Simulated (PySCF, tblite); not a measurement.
# C6H6NO radical: geometry, infrared bands and EPR parameters

What infrared bands and EPR parameters should C6H6NO radical (`[H]/N=C\c1ccc([CH2])o1`) show?

Computed with tblite 0.8.0 and PySCF 2.14.0, with density-fitted response routines of our own, on a single molecule in the gas phase. Atoms are numbered from 0 throughout.

## (1) The molecule as given

14 atoms, charge 0, multiplicity 2; geometry from: force field or distance geometry start.

Bonds of the start (Å): C0–C1 1.50, C1–C2 1.36, C2–C3 1.39, C3–C4 1.39, C4–C5 1.47, C5–N6 1.28, C4–O7 1.31, O7–C1 1.30, C0–H8 1.10, C0–H9 1.08, C2–H10 1.08, C3–H11 1.08, C5–H12 1.10, N6–H13 1.02.

## (2) Relaxing the molecule with GFN2-xTB

Job settings and geometry (Å):

```
{"job": {"kind": "relax", "xc": "GFN2-xTB", "basis": "xTB"}, "charge": 0, "multiplicity": 2}
C      2.729500    -0.509500     0.900300
C      1.322800    -0.087800     0.584200
C      0.840200     1.157500     0.320400
C     -0.525500     1.010600     0.094400
C     -0.791300    -0.344100     0.267400
C     -2.066800    -1.053900     0.141700
N     -3.181100    -0.455600    -0.034400
O      0.337200    -0.941100     0.552400
H      3.087900    -1.357600     0.293900
H      3.426200     0.319700     0.886400
H      1.380200     2.096500     0.270500
H     -1.271200     1.750300    -0.139300
H     -2.054000    -2.150900     0.221900
H     -3.234800     0.565500    -0.101900
```

Run with:

```
> OMP_NUM_THREADS=1 python probes_run.py task.json out
```

This one command runs all jobs of the session in turn.

**Question.** This job is followed by: GFN2-xTB harmonic vibrations, gas phase; UKS B3LYP, pcH-1 on C H N O, non-relativistic, mean-field spin-orbit, GIAO. What will the session give for the following? strongest single infrared mode (GFN2-xTB); zero-point energy (GFN2-xTB); g(iso) (B3LYP); ⟨S²⟩; largest a(iso) (averaged by class); potential on the surface of density 0.002 e/bohr³, 1st and 99th percentile.

**Answer**, as computed:

```
                                                                  quantity                  value
                                 strongest single infrared mode (GFN2-xTB)  1624 cm⁻¹, 267 km/mol
                                              zero-point energy (GFN2-xTB)          64.9 kcal/mol
                                                            g(iso) (B3LYP)                2.00312
                                                                      ⟨S²⟩     0.789 (exact 0.75)
                                        largest a(iso) (averaged by class)    13C on C0, 44.1 MHz
potential on the surface of density 0.002 e/bohr³, 1st and 99th percentile     -1.94 V and 1.56 V
```

**Reading.** The optimisation took 40 steps and gained 0.977 eV; among the close pairs (by a distance rule), C0–C1 changed most, from 1.502 to 1.357 Å. No mode is imaginary among the 36: a minimum at this level. The strongest single mode, at 1624 cm⁻¹, moves mainly C5 and N6. GFN2-xTB is a fitted tight-binding method: band positions and strengths are rough. Its intensities can rank the bands wrongly. The largest share of the spin, 0.58 e, sits on C0. The isotropic g lies 0.8 ppt above the free-electron value. These values are for one conformer; the search (at its own cheap level) found 2 more, at 0.24, 0.24 kcal/mol, and measured spectra average over such forms.
